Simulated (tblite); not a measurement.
# C21H16AlF3NO4: the cost of one run

Computed with tblite 0.8.0 and PySCF 2.14.0 and routines of our own; the level stands in each step. Atoms count from 0.

### 1 The starting structure

46 atoms, charge -1, multiplicity 1; geometry from: force field, distance geometry or constructed start.

### 2 Relaxing the molecule with GFN2-xTB

Job settings and geometry (Å):

```
{"job": {"kind": "relax", "xc": "GFN2-xTB", "basis": "xTB"}, "charge": -1, "multiplicity": 1}
N      1.915600    -3.141500     3.968700
C      0.807200    -2.788100     3.881800
C     -0.580300    -2.349500     3.784500
C     -0.887400    -1.820900     2.374800
O     -0.106000    -0.685400     2.129700
Al    -0.443900    -0.028700     0.419400
O     -1.634300     1.411500     0.527000
C     -1.461800     2.620200     1.221900
C     -0.302600     2.912100     1.964100
C     -0.194700     4.136400     2.634800
C     -1.230600     5.070800     2.565200
F     -1.118500     6.254900     3.216400
C     -2.384400     4.785200     1.836500
C     -2.495400     3.562100     1.159100
O     -1.175100    -1.361800    -0.666100
C     -1.482500    -1.291500    -2.024700
C     -1.277000    -0.123400    -2.794200
C     -1.600400    -0.113900    -4.157100
C     -2.125700    -1.251100    -4.762800
F     -2.433500    -1.235000    -6.082100
C     -2.332300    -2.408800    -4.011900
C     -2.009900    -2.429300    -2.652900
O      1.172400     0.560300    -0.327600
C      2.306000    -0.211900    -0.615600
C      2.394900    -1.583100    -0.328400
C      3.553900    -2.297700    -0.629300
C      4.648300    -1.642300    -1.219000
F      5.775800    -2.335800    -1.509400
C      4.571700    -0.278400    -1.505000
C      3.408600     0.435600    -1.198300
H     -1.248200    -3.205800     4.008400
H     -0.774200    -1.546500     4.532000
H     -1.971200    -1.570800     2.332500
H     -0.664400    -2.635300     1.649500
H      0.514100     2.213400     2.030700
H      0.701800     4.361600     3.200100
H     -3.185700     5.507500     1.775200
H     -3.393300     3.351000     0.591300
H     -0.872500     0.769800    -2.352000
H     -1.445600     0.791800    -4.736600
H     -2.737300    -3.300700    -4.479900
H     -2.164100    -3.339700    -2.074300
H      1.575500    -2.116800     0.120700
H      3.621200    -3.355400    -0.412300
H      5.409100     0.229600    -1.954900
H      3.355000     1.494800    -1.429400
```

Started as:

```console
$ OMP_NUM_THREADS=2 python large_run.py task.json out
```

This one command runs all jobs of the session in turn.

**Question.** How long does this first job take on 2 threads of Arm Neoverse N1, shared host, and how much memory does it need?

About 14 s, with a peak of 0.19 GiB.
